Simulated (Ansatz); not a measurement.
# ClH4O4Ta: the cost of one run

Method: the settings change from run to run; program: Ansatz 0.2.0, Gaussian basis.

### Step 1. The molecule

An earlier PBE0-D4 in a triple-zeta def2 set relaxation fixed the geometry. Ta takes a core potential in def2 sets; no spin-orbit term is included.

SMILES `[OH][Ta]([OH])([OH])([OH])[Cl]`, 10 atoms, charge 0, spin multiplicity 1.

Atoms are counted from 1 here; the program's logs count them from 0.

Bond lengths: O1–Ta2 1.901 Å, O1–H7 0.960 Å, Ta2–O3 1.857 Å, Ta2–O4 1.901 Å, Ta2–O5 1.901 Å, Ta2–Cl6 2.449 Å, O3–H8 0.953 Å, O4–H9 0.960 Å, O5–H10 0.960 Å. Angles: Ta2–O1–H7 121.5°, O1–Ta2–O3 94.5°, O1–Ta2–O4 119.4°, O1–Ta2–O5 119.4°, O1–Ta2–Cl6 85.5°, O3–Ta2–O4 94.5°, O3–Ta2–O5 94.4°, O3–Ta2–Cl6 179.9°, O4–Ta2–O5 119.4°, O4–Ta2–Cl6 85.5°, O5–Ta2–Cl6 85.5°, Ta2–O3–H8 179.6°, Ta2–O4–H9 121.5°, Ta2–O5–H10 121.4°.

### Step 2. revPBE0/def2-mTZVPP

Set apart from the defaults: coordinates scaled by 1.05, D4 dispersion, the search for lower states set to off.

in.yaml

```yaml
crystal:
  periodic: [false, false, false]
  atoms:
    - {symbol: O, position_ang: [-1.212067, -1.038272, -1.184968]}
    - {symbol: Ta, position_ang: [0.088482, -0.107883, 0.009485]}
    - {symbol: O, position_ang: [1.293851, -1.635144, 0.142443]}
    - {symbol: O, position_ang: [-0.272050, -0.021877, 1.970720]}
    - {symbol: O, position_ang: [1.460136, 1.102701, -0.788954]}
    - {symbol: Cl, position_ang: [-1.499145, 1.907891, -0.166821]}
    - {symbol: H, position_ang: [-2.043455, -0.576170, -1.518677]}
    - {symbol: H, position_ang: [1.917066, -2.415276, 0.208709]}
    - {symbol: H, position_ang: [-0.887430, 0.673857, 2.362344]}
    - {symbol: H, position_ang: [1.241866, 2.056518, -1.031239]}
basis:
  gaussian: {orbitals: def2-mTZVPP}
hamiltonian: {xc: {name: revPBE0}, dispersion: d4}
scf: {lower_state_search: off}
output: {forces: true}
```

Run with:

```
$ ansatz run in.yaml --threads 4 --pin off --events-out ev --progress --plain --max-ram 11315MiB
```

**Question.** How long does this run take on 4 threads of Arm Neoverse V2, shared host, and how much memory does it need?

About 3.2 s, with a peak of 0.5 GiB.
